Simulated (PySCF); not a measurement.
**The bond of BiC−, level by level**

An exercise on one series of results from a longer session: the logs are not shown, and one member is left open.

Method: Bi aug-cc-pVDZ-PP with ECP60, C aug-cc-pVDZ, scalar-relativistic core potentials; program: PySCF 2.14.0.

Set-up of the first run:

The job is set up so:

| Property | Result |
| --- | --- |
| atoms | Bi, C |
| charge | -1 |
| basis | Bi aug-cc-pVDZ-PP with ECP60, C aug-cc-pVDZ |
| Hamiltonian | scalar-relativistic core potentials |
| basis functions | 55 |
| electrons treated | 30 |
| masses in u | 208.9804, 12.0000 |
| levels | PBE0, PBE, r²SCAN, TPSS, BP86, r²SCANh, CAM-B3LYP, HF, MP2, SCS-MP2, CCSD, CCSD(T) |
| grid | 80 radial by 434 angular points |
| occupations | held fixed by the projection of orbital angular momentum |
| dissociation limit | Bi + C−, each in its ground configuration |
| starting distance in angstrom | 2.270 |
| values of 2S to try | 0, 2, 4 |

Launch:

```bash
$ OMP_NUM_THREADS=1 python dia.py task.json out
```

Among the steps run: The job; PBE0 along the bond; Other states along the same grid; PBE; r²SCAN (meta-GGA); TPSS (meta-GGA); BP86 (GGA); r²SCANh; CAM-B3LYP; RHF; MP2 and coupled cluster.

One table of the session follows, with a row left open; its other results are not shown here.

It belongs to the step «The curves together». Energy (eV) from each level's lowest point:

| R (Å) | RHF | RHF-MP2 | RHF-SCS-MP2 | RHF-CCSD | RHF-CCSD(T) |
| --- | --- | --- | --- | --- | --- |
| 1.731 | 1.397 | 1.672 | 1.675 | n/a | n/a |
| 1.812 | 0.584 | 0.800 | 0.800 | 0.747 | 0.870 |
| 1.892 | 0.153 | 0.291 | 0.290 | 0.258 | 0.343 |
| 1.953 | ? | ? | ? | ? | ? |
| 2.013 | 0.000 | 0.000 | 0.000 | 0.000 | 0.018 |
| 2.073 | 0.077 | 0.005 | 0.006 | 0.018 | 0.000 |
| 2.154 | 0.287 | 0.126 | 0.127 | 0.147 | 0.075 |
| 2.255 | 0.667 | 0.427 | 0.425 | 0.422 | 0.276 |
| 2.375 | 1.214 | 0.983 | 0.964 | 0.850 | 0.599 |
| 2.536 | 1.982 | 2.060 | 1.988 | n/a | n/a |

**Question.** Estimate the row for R (Å) = 1.953.

Worked estimate for «RHF». A straight line through the neighbours (1.892, 0.153) and (2.013, 0.000) gives 0.153 + (0.000 − 0.153) × (1.953 − 1.892) / (2.013 − 1.892) = 0.076; a parabola fitted to 4 rows on both sides gives 0.009.

**Answer.** RHF: 0.016; RHF-MP2: 0.088; RHF-SCS-MP2: 0.087; RHF-CCSD: 0.071; RHF-CCSD(T): 0.124. In «RHF» the line misses by +0.060 and the parabola by -0.007.
